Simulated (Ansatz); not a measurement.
H2KN, SMILES [NH2][K]: an atomisation energy, run with the Ansatz DFT code, driven from Python.

Script `run_tae.py`:
```python
"""Energy to split H2KN into its atoms."""

from collections import Counter

import ansatz as az

params = {
    "basis": "def2-TZVP",
    "method": "ccsd_t",
}


def total_energy(molecule, charge=0, unpaired=0):
    calc = (
        molecule.calculation()
        .basis(gaussian=params["basis"])
        .correlation(params["method"])
    )
    if charge:
        calc = calc.charge(charge)
    if unpaired:
        calc = calc.spin("collinear", total=unpaired)
    return calc.run().report["free_energy_ev"]

geometry = (
    az.Crystal.molecule()
    .atom("N", (-0.2271, -0.24, -0.4277))
    .atom("K", (1.6745, -0.2992, 1.0984))
    .atom("H", (-1.162, -0.3068, 0.1376))
    .atom("H", (-0.2299, 0.7858, -0.8286))
)

# Hund ground states
unpaired = {"N": 3, "K": 1, "H": 1}
counts = Counter(site.symbol for site in geometry.cartesian_sites)
atom_energy = {s: total_energy(az.Crystal.molecule().atom(s, (0, 0, 0)), 0, unpaired[s]) for s in counts}
whole = total_energy(geometry, 0, 0)
for s, e in atom_energy.items():
    print(f"{s:2s} x{counts[s]}  {e:14.5f} eV")
print(f"H2KN: {whole:.5f} eV")
split = sum(counts[s] * e for s, e in atom_energy.items()) - whole
print(f"atomisation energy (no zero-point term): {23.060548 * split:.1f} kcal/mol, {split / sum(counts.values()):.3f} eV an atom")
```

What does it cost to take this molecule apart into atoms?

208.0 kcal/mol from the electronic energies, without the zero-point term.

The output:

```console
$ python run_tae.py
N  x1     -1483.45433 eV
K  x1    -16308.48988 eV
H  x2       -13.60052 eV
H2KN: -17828.16557 eV
atomisation energy (no zero-point term): 208.0 kcal/mol, 2.255 eV an atom
```

Reading the output:
- Total energies depend on the basis set; only differences at equal settings carry meaning.
- The geometry is a force-field or estimated start, not a minimum of this method, and the basis set is short of its limit. All parts are taken at fixed geometry, without zero-point energy.
- The whole script took 3.4 s on 1 thread of Arm Neoverse V2, on a shared host, peak memory 0.25 GiB.

(Lines on the test bed's own set-up are left out of the output.)
